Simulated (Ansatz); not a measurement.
# BGaH₅NO: basis-set convergence

Aim: see how fast density functionals converge with the basis set for BGaH₅NO.

Computed with Ansatz 0.2.0, Gaussian basis. Level: one geometry, several basis sets.

The runs, in order: PBE0-D4/def2-SVP; ωB97M-V/def2-SVP; PBE0-D4/def2-QZVPP; ωB97M-V/def2-QZVPP; the functionals' def2-TZVPP values are taken from earlier runs.

### 1 The geometry

The geometry comes from an earlier relaxation with PBE0-D4 in a triple-zeta def2 set; it is a stationary point, not always the lowest conformer.

SMILES `OB[NH][GaH2]`, 9 atoms, charge 0, spin multiplicity 1.

Atoms are counted from 1 here; the program's logs count them from 0.

Bond lengths: O1–B2 1.421 Å, O1–H5 0.956 Å, B2–N3 1.376 Å, B2–H6 1.196 Å, N3–Ga4 1.916 Å, N3–H7 1.002 Å, Ga4–H8 1.567 Å, Ga4–H9 1.567 Å. Angles: B2–O1–H5 120.4°, O1–B2–N3 107.6°, O1–B2–H6 120.8°, N3–B2–H6 131.5°, B2–N3–Ga4 100.3°, B2–N3–H7 125.5°, Ga4–N3–H7 134.2°, N3–Ga4–H8 117.1°, N3–Ga4–H9 117.1°, H8–Ga4–H9 124.5°.

Coordinates:

| atom | x (Å) | y (Å) | z (Å) |
| --- | --- | --- | --- |
| O1 | -0.74684 | 0.92761 | -0.30626 |
| B2 | 0.34239 | 0.92867 | 0.60663 |
| N3 | 0.87761 | -0.33895 | 0.61840 |
| Ga4 | -0.27244 | -1.20740 | -0.64403 |
| H5 | -1.25347 | 1.72406 | -0.45647 |
| H6 | 0.64348 | 1.92189 | 1.20100 |
| H7 | 1.65940 | -0.63594 | 1.17120 |
| H8 | -1.48575 | -2.01373 | -0.06776 |
| H9 | 0.23561 | -1.30621 | -2.12271 |

### 2 PBE0-D4 in def2-SVP

in.yaml

```yaml
crystal:
  periodic: [false, false, false]
  atoms:
    - {symbol: O, position_ang: [-0.746838, 0.927610, -0.306260]}
    - {symbol: B, position_ang: [0.342393, 0.928673, 0.606628]}
    - {symbol: N, position_ang: [0.877612, -0.338954, 0.618395]}
    - {symbol: Ga, position_ang: [-0.272439, -1.207404, -0.644027]}
    - {symbol: H, position_ang: [-1.253469, 1.724062, -0.456468]}
    - {symbol: H, position_ang: [0.643480, 1.921895, 1.200996]}
    - {symbol: H, position_ang: [1.659404, -0.635942, 1.171203]}
    - {symbol: H, position_ang: [-1.485750, -2.013733, -0.067756]}
    - {symbol: H, position_ang: [0.235607, -1.306208, -2.122710]}
basis:
  gaussian: {orbitals: def2-SVP}
hamiltonian: {xc: pbe0, dispersion: d4}
output: {orbitals: {seedname: orbitals}}
```

Launch:

```sh
$ ansatz run in.yaml --threads 2 --pin off --events-out ev --progress --plain --max-ram 4352MiB
```

After this run come: ωB97M-V in def2-SVP; PBE0-D4 in def2-QZVPP; ωB97M-V in def2-QZVPP.

**Question.** What will the summary of the whole plan be? Wanted: PBE0-D4: double and triple zeta above quadruple; ωB97M-V: double and triple zeta above quadruple.

The runs gave:

| quantity | value |
| --- | --- |
| PBE0-D4: double and triple zeta above quadruple | 13.15, 1.45 eV |
| ωB97M-V: double and triple zeta above quadruple | 13.24, 1.39 eV |

In words: PBE0-D4 gains 11.71 eV from double to triple zeta, then 1.45 eV more. These are total energies; as a rule much of such shifts cancels in differences, which this series doesn't test. The LUMO of ωB97M-V is positive and keeps falling with the basis (1.50 to 0.72 eV): an unbound level that the basis holds in place.
